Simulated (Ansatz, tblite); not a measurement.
# [WO3(NH2)]- (H2NO3W−): one state, many levels

Aim: run the singlet of [WO3(NH2)]- (H2NO3W−) at one geometry on many levels, and compare frontier levels, spin and run time.

Program: Ansatz 0.2.0, Gaussian basis. Level of theory: as each input shows. These are calculated values, not measurements.

Plan: GFN1-xTB, GFN2-xTB, PBE-D4/def2-TZVPD, r2SCAN-D4/def2-TZVPD, revPBE-D4/def2-TZVPD, HF/def2-TZVPD, ωB97M-V/def2-TZVPD, BLYP-D4/def2-TZVPD, r2SCANh-D4/def2-TZVPD, HSE06-D4/def2-TZVPD, ωB97X-V/def2-TZVPD, PBE-D4/def2-SVPD, PBE0-D4/def2-SVPD, CCSD(T)/def2-SVPD, MP2/def2-TZVPD, RPA/def2-TZVPD.

### 1 The relaxed structure

The geometry is that of the singlet, from an earlier relaxation (PBE-D4/def2-SVPD).

7 atoms, charge -1, spin multiplicity 1.

Bond lengths: W1–O2 1.775 Å, W1–O3 1.773 Å, W1–O4 1.773 Å, W1–N5 2.024 Å, N5–H6 1.022 Å, N5–H7 1.022 Å. Angles: O2–W1–O3 109.6°, O2–W1–O4 109.4°, O2–W1–N5 111.1°, O3–W1–O4 112.1°, O3–W1–N5 107.2°, O4–W1–N5 107.5°, W1–N5–H6 120.4°, W1–N5–H7 120.7°, H6–N5–H7 109.7°.

Formally the metal is d0. W takes a core potential in the def2 sets. No spin-orbit coupling is included. The ion is computed in the gas phase, without counter-ions or solvent.

PBE0-D4/def2-TZVPD was run before; its log isn't repeated, and its numbers join the tables.

### 2 GFN1-xTB

Tight binding, by tblite at 300 K electronic temperature and without a spin-polarisation term:

```python
tblite.interface.Calculator('GFN1-xTB', numbers, positions, charge=-1, uhf=0).singlepoint()
```

Energy -573.6314 eV, HOMO -5.84 eV, LUMO -0.82 eV; 0.004 s.

### 3 GFN2-xTB

Tight binding, by tblite at 300 K electronic temperature and without a spin-polarisation term:

```python
tblite.interface.Calculator('GFN2-xTB', numbers, positions, charge=-1, uhf=0).singlepoint()
```

Energy -513.1783 eV, HOMO -5.17 eV, LUMO -0.80 eV; 0.003 s.

### 4 PBE-D4/def2-TZVPD

start.molden holds the orbitals of an earlier run on this state, given as this run's starting guess.

in.yaml reads:

```yaml
crystal:
  periodic: [false, false, false]
  atoms:
    - {symbol: W, position_ang: [0.367785, 0.646790, 0.223567]}
    - {symbol: O, position_ang: [0.348847, 0.615003, 1.998324]}
    - {symbol: O, position_ang: [2.044098, 0.608929, -0.353410]}
    - {symbol: O, position_ang: [-0.501239, 2.083317, -0.347767]}
    - {symbol: N, position_ang: [-0.567307, -0.975112, -0.545049]}
    - {symbol: H, position_ang: [-0.114002, -1.890386, -0.524628]}
    - {symbol: H, position_ang: [-1.578192, -1.088541, -0.451037]}
basis:
  gaussian: {orbitals: def2-TZVPD, initial_orbitals: start.molden}
total_charge: -1
hamiltonian: {xc: pbe, dispersion: d4}
scf: {omitted_lower_state_checks: [starts]}
output: {orbitals: {seedname: orbitals}}
```

Run with:

```bash
$ ansatz run in.yaml --threads 4 --pin off --events-out ev --progress --plain --max-ram 3916MiB
```

The runs that follow: r2SCAN-D4/def2-TZVPD; revPBE-D4/def2-TZVPD; HF/def2-TZVPD; ωB97M-V/def2-TZVPD; BLYP-D4/def2-TZVPD; r2SCANh-D4/def2-TZVPD; HSE06-D4/def2-TZVPD; ωB97X-V/def2-TZVPD; PBE-D4/def2-SVPD; PBE0-D4/def2-SVPD; CCSD(T)/def2-SVPD; MP2/def2-TZVPD; RPA/def2-TZVPD.

Before running them: what should the planned runs give, taken together? Wanted: gap in def2-TZVPD, named functionals and Hartree-Fock, smallest and largest; correlation energy, CCSD(T)/def2-SVPD; correlation energy, MP2/def2-TZVPD; PBE0 total energy, smallest basis above largest.

As calculated:

| quantity | value |
| --- | --- |
| gap in def2-TZVPD, named functionals and Hartree-Fock, smallest and largest | 3.96 eV (BLYP-D4), 11.09 eV (HF) |
| correlation energy, CCSD(T)/def2-SVPD | -33.00 eV |
| correlation energy, MP2/def2-TZVPD | -38.66 eV |
| PBE0 total energy, smallest basis above largest | 9.20 eV (def2-SVPD, def2-TZVPD) |

In words: Orbital gaps of the named functionals and Hartree-Fock in def2-TZVPD span 3.96 eV (BLYP-D4) to 11.09 eV (HF); exact exchange widens it.
